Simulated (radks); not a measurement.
**Exchange and kinetic functionals tested on atomic densities: Kr, Zn⁺, In⁺, Li⁺, Sb³⁺**

Aim: take each self-consistent density and evaluate many functionals on it, against the exact exchange and kinetic energies of the same orbitals. Every spin shell is full or empty, so the densities are truly spherical.

Method: non-relativistic Kohn-Sham, r2SCAN, spin-polarised, spherical densities, point nucleus; open shells are filled with parallel spins first. Code: radks (a radial shooting solver on a logarithmic mesh, Libxc functionals) version 1.

### 1 What is computed

| Item | Value |
| --- | --- |
| species | Kr ([Kr]), Zn⁺ ([Ar] 3d10 4s1), In⁺ ([Kr] 4d10 5s2), Li⁺ ([He]), Sb³⁺ ([Kr] 4d10 5s2) |

### 2 Kr, [Kr]

Input:

```text
Z 36
configuration [Kr]
relativity non-relativistic
functional r2scan,r2scan
spin polarised
nucleus point
```

### 3 Zn⁺, [Ar] 3d10 4s1

Input:

```text
Z 30
configuration [Ar] 3d10 4s1
relativity non-relativistic
functional r2scan,r2scan
spin polarised
nucleus point
```

### 4 In⁺, [Kr] 4d10 5s2

Input:

```text
Z 49
configuration [Kr] 4d10 5s2
relativity non-relativistic
functional r2scan,r2scan
spin polarised
nucleus point
```

### 5 Li⁺, [He]

Input:

```text
Z 3
configuration [He]
relativity non-relativistic
functional r2scan,r2scan
spin polarised
nucleus point
```

### 6 Sb³⁺, [Kr] 4d10 5s2

Input:

```text
Z 51
configuration [Kr] 4d10 5s2
relativity non-relativistic
functional r2scan,r2scan
spin polarised
nucleus point
```

What does the calculation give? Wanted: for each run, error in magnitude; Kr; Zn⁺; In⁺; Li⁺; Sb³⁺.

As calculated:

```csv
error in magnitude (%),Kr,Zn⁺,In⁺,Li⁺,Sb³⁺
"exchange, LDA",-5.53,-5.71,-4.89,-13.94,-4.84
"exchange, PW86",+0.03,+0.45,-0.17,+0.39,-0.20
"exchange, WC",-0.97,-0.77,-0.86,-3.49,-0.87
"exchange, SOGGA",-2.55,-2.43,-2.29,-6.07,-2.28
"exchange, APBE",+0.42,+0.77,+0.32,+0.14,+0.30
"exchange, revTPSS",-0.81,-0.47,-0.91,+0.27,-0.93
"exchange, MS2",-0.43,-0.11,-0.57,+0.44,-0.59
"exchange, Tao-Mo",-0.66,-0.31,-0.79,+0.44,-0.81
"exchange, MVS",+0.07,+0.21,+0.09,+0.36,+0.08
"kinetic, Thomas-Fermi",-5.86,-6.33,-5.31,-9.78,-5.25
"kinetic, von Weizsacker",-53.63,-50.61,-58.15,+0.00,-58.67
"kinetic, TF + vW/5",+3.42,+3.55,+3.06,+10.22,+3.01
"kinetic, LC94",+0.06,-0.08,+0.09,+0.94,+0.08
"kinetic, APBEK",+0.13,+0.01,+0.14,+0.83,+0.14
"kinetic, Perdew 92",-0.70,-0.83,-0.65,+1.35,-0.65
"kinetic, Thakkar",-0.46,-0.53,-0.54,+1.20,-0.56
"kinetic, Pearson",-1.05,-1.27,-0.90,-3.56,-0.90
"kinetic, PG1",+17.23,+18.54,+15.23,+53.15,+14.99
```

**Reading.** Negative means that the magnitude is too small. For exchange the mean absolute error is least for MVS (0.16 %) and largest for LDA (6.98 %). Among the orbital-free kinetic functionals LC94 (0.25 %) does best and von Weizsacker (44.21 %) worst. The functionals are evaluated on one density each, not self-consistently.
